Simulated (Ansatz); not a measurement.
**LaTiO3 (perovskite): one cell under locks on the spin (series 3)**

What does it cost to force the spins of LaTiO3 (perovskite) into other sizes and orders? Cell and atoms stay fixed. The cell was built by placing the elements on the sites of a structure type; the runs don't test whether it is the stable form.

Program: Ansatz 0.2.0. Level of theory: DFT PBEsol+U (U = 8 eV, J = 0.5 eV on Ti d), plane waves, PAW, no spin–orbit coupling unless a run says so. These are calculated values, not measurements.

## (1) The starting structure

Symmetry: Pm-3m, No. 221, cubic system. The conventional cell has a = 3.920 Å, b = 3.920 Å, c = 3.920 Å, α = 90.00°, β = 90.00°, γ = 90.00°. La (site symmetry m-3m) has 12 O at 2.77 Å as nearest neighbours. Around Ti (site symmetry m-3m) lie 6 O at 1.96 Å. O (site symmetry 4/mmm) has 2 Ti at 1.96 Å and 4 La at 2.77 Å as nearest neighbours.

Structure file:

```cif
data_structure
_symmetry_space_group_name_H-M 'Pm-3m'
_symmetry_Int_Tables_number 221
_cell_length_a 3.9200
_cell_length_b 3.9200
_cell_length_c 3.9200
_cell_angle_alpha 90.000
_cell_angle_beta 90.000
_cell_angle_gamma 90.000
_cell_volume 60.24
loop_
_atom_site_label
_atom_site_type_symbol
_atom_site_symmetry_multiplicity
_atom_site_Wyckoff_symbol
_atom_site_fract_x
_atom_site_fract_y
_atom_site_fract_z
_atom_site_occupancy
La1 La 1 a 0.00000 0.00000 0.00000 1
Ti1 Ti 1 b 0.50000 0.50000 0.50000 1
O1 O 3 c 0.00000 0.50000 0.50000 1
```

The runs: total moment held at first, then free, 0.50 μB per cell; total moment locked, 0.25 μB per cell; ferromagnetic start, free, default search.

An earlier series on this cell reached its lowest free state from «ferromagnetic start, free, natural orbitals of the symmetric run filled by rank», perhaps among other starts.

## (2) Total moment held at first, then free, 0.50 μB per cell

input.yaml

```yaml
crystal:
  lattice:
    - [3.9200046, 0.0, 0.0]
    - [0.0, 3.9200046, 0.0]
    - [0.0, 0.0, 3.9200046]
  atoms:
    - { symbol: La, position: [0.0, 0.0, 0.0] }
    - { symbol: Ti, position: [0.5, 0.5, 0.5], spin: 0.5 }
    - { symbol: O, position: [0.0, 0.5, 0.5] }
    - { symbol: O, position: [0.5, 0.5, 0.0] }
    - { symbol: O, position: [0.5, 0.0, 0.5] }
basis:
  ecutwfc: 420
  ecutrho_ratio: 4
kpoints:
  mp_grid: { grid: [5, 5, 5] }
hamiltonian:
  xc: pbesol
  hubbard: { sites: [{ site: 1, l: d, u: 8.0, j: 0.5 }] }
scf:
  occupations: { method: gaussian, width: 0.05 }
  lower_state_search: "off"
  max_iter: 150
output:
  forces: true
  stress: true
  eigenvalues: true
  populations: true
  hubbard: { sites: [{ site: 1, l: d }] }
magnetization:
  spin_polarized: true
  initial_magnetization: 0.5
  spin_locking: { lock_magnetization: soft, n_iters: 12 }
```

The lock is temporary (n_iters 12) and is released on the way.

Command:

```bash
$ ansatz run input.yaml --threads 4 --pin off --max-ram 6144MiB --backend cpu --events-out ev --progress --plain --runs-dir out
```

Output, shortened:

```text
Warning: output.stress: scf.convergence.dr2_threshold = 1e-7 eV (the SCF's general default) is looser than the 5e-10 eV advised for a printed stress (1e-10 eV for each atom of the cell: 5). What an SCF threshold leaves in a stress goes as its square root, and in the free energy as the [...]
Warning: RAYON_NUM_THREADS=4 ignored (pool sized by the plan → 4); use --threads N
La: projections on atomic orbitals take those of the free atom [Kr 4d10] 4f0 5s2 5p6 5d1 6s2, of charge +0.00 (hamiltonian.pseudopotentials.projection_atoms); the dataset's partial waves leave at most 1.9e-5 of an orbital's norm unspanned inside its sphere
Ti: projections on atomic orbitals take those of the free atom [Ne] 3s2 3p6 3d2 4s2, of charge +0.00 (hamiltonian.pseudopotentials.projection_atoms); the dataset's partial waves leave at most 4.1e-7 of an orbital's norm unspanned inside its sphere
O: projections on atomic orbitals take those of the free atom [He] 2s2 2p4, of charge +0.00 (hamiltonian.pseudopotentials.projection_atoms); the dataset's partial waves leave at most 1.9e-8 of an orbital's norm unspanned inside its sphere
[...]
Pseudopotentials: kind: paw
Pseudopotential: La, paw, valence charge 11, recommended cutoff 420 eV (normal), La.paw.azcp
Pseudopotential: Ti, paw, valence charge 12, recommended cutoff 420 eV (normal), Ti.paw.azcp
Pseudopotential: O, paw, valence charge 6, recommended cutoff 420 eV (normal), O.paw.azcp
Functional definition: PBEsol
[...]
Crystal: 5 atoms, lattice volume = 60.237 Å³
[...]
Free energy (F): -10319.930905 eV
[...]
E sigma→0 (E₀):  -10319.929580 eV
Entropy (-TS):   -0.002650 eV (-0.530 meV/atom)
Fermi energy:    15.362440 eV
[...]
--- DFT+U+J on-site energies (Liechtenstein; fll double counting; per corrected site; eV) ---
  site 1 (l=d): U=8.0000  J=0.5000  Tr N=2.3106  E_int=18.010681  E_dc=11.911158  E_U=6.099523
--- Forces (eV/Å), atoms counted from 1 ---
  atom   1  La    -0.00000000     0.00000000    -0.00000000
  atom   2  Ti     0.00000000     0.00000000     0.00000000
  atom   3  O      0.00000000     0.00000000     0.00000000
  atom   4  O     -0.00000000     0.00000000     0.00000000
  atom   5  O     -0.00000000    -0.00000000     0.00000000
[...]
--- Stress (GPa, compression-positive) ---
        3.770864       0.000000       0.000000
        0.000000       3.770864       0.000000
        0.000000       0.000000       3.770864
  P = ⅓ Tr σ = 3.7709 GPa (37.709 kbar)
--- Band table (eV; the first three rows and the last of 20) ---
[... band rows left out ...]
[...]
Occupation matrices written to <dir>
--- Löwdin populations: 5 sites ---
  site symbol       q [e]    m [muB]
     0     La     10.1528     0.1993
     1     Ti     10.6759     0.9527
     2      O      6.6776    -0.0656
     3      O      6.6776    -0.0656
     4      O      6.6776    -0.0656
  spilling = 0.003374 (of n_electrons = 41.000000)
--- Occupation matrices: 1 shell (run DFT+U table (all-electron-ortho-atomic); ε = 2.02e-3) ---
  Ti1 d_3D: site group Oh (m-3m)
  Ti1 d_3D up     Tr n = 1.6286  λ = 0.229 0.229 0.390 0.390 0.390  [2× z2 0.50 (Eg 1.00) Eg(1.00) | 3× xz 0.33 (T2g 1.00) T2g(1.00)]
  Ti1 d_3D dn     Tr n = 0.6820  λ = 0.081 0.081 0.081 0.219 0.219  [3× xz 0.33 (T2g 1.00) T2g(1.00) | 2× z2 0.50 (Eg 1.00) Eg(1.00)]
  Tr n, λ and their labels are of the run-group-symmetrised matrices; stabiliser: 48 of 96 elements of G0×{1,Θ} (closed), max defect 8.9e-16 at τ = 4.3e-4
```

Wall time 3 s (4 threads of Arm Neoverse V1, shared host); peak memory 0.41 GiB.

Result: no gap, pressure 3.8 GPa, moments in spheres La 0.11; Ti 0.59; O -0.05 μB, largest force component 0.00 eV/Å, 48 symmetry operations imposed.

How the shells are filled (orbitals counted by the eigenvalues of the occupation matrices):

```
         shell  channel  electrons  over 0.8  0.2 to 0.8  under 0.2
Ti 3d (atom 2)       up       1.63         0           5          0
Ti 3d (atom 2)     down       0.68         0           2          3
```

## (3) Total moment locked, 0.25 μB per cell

Changes to input.yaml since step 2:

```diff
@@ -7,3 +7,3 @@
     - { symbol: La, position: [0.0, 0.0, 0.0] }
-    - { symbol: Ti, position: [0.5, 0.5, 0.5], spin: 0.5 }
+    - { symbol: Ti, position: [0.5, 0.5, 0.5], spin: 0.25 }
     - { symbol: O, position: [0.0, 0.5, 0.5] }
@@ -31,3 +31,3 @@
   spin_polarized: true
-  initial_magnetization: 0.5
-  spin_locking: { lock_magnetization: soft, n_iters: 12 }
+  initial_magnetization: 0.25
+  spin_locking: { lock_magnetization: hard }
```

The lock stays on to the end, so the result is a constrained state.

Command:

```bash
$ ansatz run input.yaml --threads 4 --pin off --max-ram 6144MiB --backend cpu --events-out ev --progress --plain --runs-dir out
```

Output, shortened:

```text
Warning: output.stress: scf.convergence.dr2_threshold = 1e-7 eV (the SCF's general default) is looser than the 5e-10 eV advised for a printed stress (1e-10 eV for each atom of the cell: 5). What an SCF threshold leaves in a stress goes as its square root, and in the free energy as the [...]
Warning: RAYON_NUM_THREADS=4 ignored (pool sized by the plan → 4); use --threads N
La: projections on atomic orbitals take those of the free atom [Kr 4d10] 4f0 5s2 5p6 5d1 6s2, of charge +0.00 (hamiltonian.pseudopotentials.projection_atoms); the dataset's partial waves leave at most 1.9e-5 of an orbital's norm unspanned inside its sphere
Ti: projections on atomic orbitals take those of the free atom [Ne] 3s2 3p6 3d2 4s2, of charge +0.00 (hamiltonian.pseudopotentials.projection_atoms); the dataset's partial waves leave at most 4.1e-7 of an orbital's norm unspanned inside its sphere
[...]
  atom   5  O     -0.00000000    -0.00000000     0.00000000
[...]
--- Stress (GPa, compression-positive) ---
        2.502374       0.000000      -0.000000
        0.000000       2.502374       0.000000
       -0.000000       0.000000       2.502374
  P = ⅓ Tr σ = 2.5024 GPa (25.024 kbar)
--- Band table (eV; the first three rows and the last of 20) ---
[... band rows left out ...]
[...]
Occupation matrices written to <dir>
--- Löwdin populations: 5 sites ---
  site symbol       q [e]    m [muB]
     0     La     10.2336    -0.2194
     1     Ti     10.6088     0.5956
     2      O      6.6730    -0.0429
     3      O      6.6730    -0.0429
     4      O      6.6730    -0.0429
  spilling = 0.003382 (of n_electrons = 41.000000)
--- Occupation matrices: 1 shell (run DFT+U table (all-electron-ortho-atomic); ε = 1.56e-4) ---
  Ti1 d_3D: site group Oh (m-3m)
  Ti1 d_3D up     Tr n = 1.4171  λ = 0.241 0.241 0.312 0.312 0.312  [2× z2 0.50 (Eg 1.00) Eg(1.00) | 3× xz 0.33 (T2g 1.00) T2g(1.00)]
  Ti1 d_3D dn     Tr n = 0.8248  λ = 0.119 0.119 0.119 0.234 0.234  [3× xz 0.33 (T2g 1.00) T2g(1.00) | 2× z2 0.50 (Eg 1.00) Eg(1.00)]
  Tr n, λ and their labels are of the run-group-symmetrised matrices; stabiliser: 48 of 96 elements of G0×{1,Θ} (closed), max defect 9.6e-16 at τ = 3.3e-5
```

Wall time 2.4 s (4 threads of Arm Neoverse V1, shared host); peak memory 0.4 GiB.

It ends with no gap, pressure 2.5 GPa, moments in spheres La -0.10; Ti 0.37 μB, largest force component 0.00 eV/Å, 48 symmetry operations imposed.

The shells' filling, with natural orbitals sorted by occupation:

```
         shell  channel  electrons  over 0.8  0.2 to 0.8  under 0.2
Ti 3d (atom 2)       up       1.42         0           5          0
Ti 3d (atom 2)     down       0.82         0           2          3
```

[end of part 1 of 2]
